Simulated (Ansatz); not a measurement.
## LuPd, space group Pm-3m: a surface slab, step by step

With Ansatz 0.2.0, Python API.

`lupd.vasp`
```text
LuPd
1.0
   3.41500000    0.00000000    0.00000000
   0.00000000    3.41500000    0.00000000
   0.00000000    0.00000000    3.41500000
Lu Pd
1 1
Direct
   0.00000000    0.00000000    0.00000000
   0.50000000    0.50000000    0.50000000
```

Notebook, run cell by cell (the value of a cell's last expression is shown):

In [1]:
```python
import ansatz as az
from ase.build import surface
from ase.constraints import FixAtoms
from ase.io import read
import numpy as np
```

In [2]:
```python
atoms = read("lupd.vasp", format="vasp")
# Miller indices count the vectors of the cell as typed
slab = surface(atoms, (1, 1, 1), 4, vacuum=6.0)
slab.pbc = True
```

In [3]:
```python
print(slab.get_chemical_formula(), "area {:.3f} A^2, cell height {:.2f} A".format(np.linalg.norm(np.cross(slab.cell[0], slab.cell[1])), slab.cell[2, 2]))
# hold the lower half
slab.set_constraint(FixAtoms(mask=slab.positions[:, 2] < slab.positions[:, 2].mean()))
```
```text
Lu4Pd4 area 20.200 A^2, cell height 18.90 A
```

In [4]:
```python
def settings(structure):
    return (
        az.Crystal.from_ase(structure).calculation()
        .functional("lda")
        .occupations("Marzari-Vanderbilt", width=0.05)
        .scf(max_iterations=60)
    )


setup = (
    settings(slab)
    .kpoints(4, 4, 1)
    .electric_field(axis=3, dipole_correction=True)
    .relax(force_tolerance=0.03, max_steps=30)
)
outcome = setup.run(threads=1)
rep = outcome.report
```
```text
DeckWarning: basis.ecutwfc = 420 eV, auto-derived from the records' recommended cutoffs: set by Lu (normal level)
RunWarning: efield: at this solve's end the planar-averaged density reaches 1.21e-4 e/Å³ inside the ramp window [0.8971, 0.1029] (bound 1e-5 e/Å³); the window's nearer edge stands 4.05 Å from this solve's nearest atom along the axis. Its work functions, free energy, forces, stress, dipole, levels and responses can be [...]
```

In [5]:
```python
rep["n_electrons"]
```
Out [5]:
```text
172.0
```

In [6]:
```python
print(f"slab free energy {rep['free_energy_ev']:.4f} eV, Fermi level {rep['fermi_energy_ev']:.3f} eV")
face = rep["work_function"]
print("work function (eV), upper and lower face:", *(round(face[k], 3) for k in ("phi_plus_ev", "phi_minus_ev") if face.get(k) is not None))
print(f"dipole {face['dipole_moment_e_ang']:+.4f} e A")

print("atom   z before  z after (A)")
for atom, site in zip(slab, outcome.lattice.sites):
    print(f"{atom.symbol:3s} {atom.z:9.3f} {site.position_ang[2]:9.3f}")
```
```text
slab free energy -85353.5373 eV, Fermi level 5.304 eV
work function (eV), upper and lower face: 4.304 2.85
dipole -0.1622 e A
atom   z before  z after (A)
Lu      6.000     6.000
Pd      6.986     6.986
Lu      7.972     7.972
Pd      8.957     8.957
Lu      9.943     9.786
Pd     10.929    10.751
Lu     11.915    11.849
Pd     12.901    12.333
```

Caveats:
- These settings explore the input space; cutoff and mesh may be short of convergence.
- The run is spin-unpolarised.
- The density doesn't vanish in the vacuum (a short gap or a low cutoff), which blurs the vacuum level.
- The mesh is modest for a metal, so energies can be off by several to tens of meV an atom and pressures by half a GPa or more; differences at equal mesh fare better.
- An absolute Fermi energy rests on an arbitrary zero of the periodic potential and has no direct meaning.
- The starting cell is as deposited in a crystallographic database; the results hold for this polymorph, which needn't be the stable one.
- Warnings are shown shortened and without file and line.
- The slab is thin and cut from the structure as given; a cut can leave two unlike or polar faces, and the surface energy is then their mean. Miller indices refer to the vectors of the cell as typed, and the lattice isn't relaxed for this functional, so relaxation and surface energy can hold strain.
- Timing: 100 s on 1 thread of Arm Neoverse V1 (shared host), peak memory 0.7 GiB.

(Lines on the test bed's own set-up are left out of the output.)
